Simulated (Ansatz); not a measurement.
# CH5BOSi: up Jacob's ladder to CCSD(T)

An exercise on one series of results from a longer session: the logs are not shown, and one member is left open.

The runs use Ansatz 0.2.0, Gaussian basis; functionals in def2-TZVPP, the program's frozen cores in correlated methods.

Plan: LDA (SPW92), PBE-D4, revPBE-D4, BLYP-D4, r2SCAN-D4, B97M-V, PBE0-D4, B3LYP-D4, r2SCANh-D4, r2SCAN0-D4, HSE06-D4, BHLYP-D4, CAM-B3LYP-D4, LC-ωPBE, ωB97X-V, ωB97M-V, B2PLYP, PBE-QIDH; CCSD(T)/def2-SVP; CCSD(T)/def2-TZVPP; MP2/def2-QZVPP; extrapolation to the limit; RPA on PBE.

1 further run of the same task is left out (it didn't finish).

### The geometry

All runs share one geometry, relaxed beforehand with PBE0-D4 in a triple-zeta def2 set.

SMILES `O=CB[SiH3]`, 9 atoms, charge 0, spin multiplicity 1.

Atoms are counted from 1 here; the program's logs count them from 0.

Bond lengths: O1–C2 1.223 Å, C2–B3 1.533 Å, C2–H5 1.103 Å, B3–Si4 2.010 Å, B3–H6 1.195 Å, Si4–H7 1.493 Å, Si4–H8 1.488 Å, Si4–H9 1.487 Å. Angles: O1–C2–B3 97.6°, O1–C2–H5 122.0°, B3–C2–H5 140.3°, C2–B3–Si4 121.3°, C2–B3–H6 116.4°, Si4–B3–H6 121.8°, B3–Si4–H7 107.1°, B3–Si4–H8 112.8°, B3–Si4–H9 111.7°, H7–Si4–H8 108.2°, H7–Si4–H9 107.9°, H8–Si4–H9 109.0°.

Set-up of the first run:

File in.yaml:

```yaml
crystal:
  periodic: [false, false, false]
  atoms:
    - {symbol: O, position_ang: [1.059957, 1.660630, -0.887410]}
    - {symbol: C, position_ang: [0.382859, 0.824095, -1.467684]}
    - {symbol: B, position_ang: [-0.549870, 0.473832, -0.302071]}
    - {symbol: Si, position_ang: [-0.033940, -0.896989, 1.073890]}
    - {symbol: H, position_ang: [0.558734, 0.558867, -2.523881]}
    - {symbol: H, position_ang: [-1.528903, 1.149270, -0.182923]}
    - {symbol: H, position_ang: [-1.009056, -2.021219, 0.959655]}
    - {symbol: H, position_ang: [1.333026, -1.442572, 0.858313]}
    - {symbol: H, position_ang: [-0.124408, -0.352215, 2.455012]}
basis:
  gaussian: {orbitals: def2-TZVPP}
hamiltonian: {xc: lda}
output: {orbitals: {seedname: orbitals}}
```

Among the steps run: LDA; PBE-D4 (GGA); revPBE-D4 (GGA); BLYP-D4 (GGA); r2SCAN-D4 (meta-GGA); B97M-V (meta-GGA); PBE0-D4 (hybrid); B3LYP-D4 (hybrid); r2SCANh-D4 (hybrid); r2SCAN0-D4 (hybrid); HSE06-D4 (hybrid); BHLYP-D4 (hybrid); CAM-B3LYP-D4 (range-separated); LC-ωPBE (range-separated); ωB97X-V (range-separated); ωB97M-V (range-separated); B2PLYP (double hybrid); PBE-QIDH (double hybrid).

One of the session's tables, all rows but one given; the rest of the session is left out.

It belongs to the step «Frontier levels by functional». 

```
  functional  HOMO (eV)  LUMO (eV)  gap (eV)
 LDA (SPW92)      -6.59      -3.05      3.53
      PBE-D4      -6.46      -2.81      3.64
   revPBE-D4      -6.40      -2.71      3.68
     BLYP-D4      -6.35      -2.66      3.69
   r2SCAN-D4      -6.67      -2.55      4.11
      B97M-V      -6.81      -2.58      4.22
     PBE0-D4      -7.80      -1.81      6.00
    B3LYP-D4      -7.60      -2.00      5.60
  r2SCANh-D4      -7.18      -2.17      5.01
  r2SCAN0-D4          ?          ?         ?
    HSE06-D4      -7.40      -2.19      5.21
    BHLYP-D4      -9.14      -0.75      8.40
CAM-B3LYP-D4      -9.22      -0.67      8.55
     LC-ωPBE     -10.53       0.50     11.03
     ωB97X-V     -10.20       0.41     10.61
     ωB97M-V     -10.12       0.16     10.28
```

Estimate the missing values for r2SCAN0-D4.

Worked estimate for «HOMO (eV)». Against the share of exact exchange, r2SCAN-D4 (0, -6.67), r2SCANh-D4 (0.1, -7.18) give a slope of -5.10 per unit share; at 0.25 the line stands at -7.94.

The run gave: HOMO (eV): -7.97; LUMO (eV): -1.64; gap (eV): 6.33. In «HOMO (eV)» the line misses by +0.03.
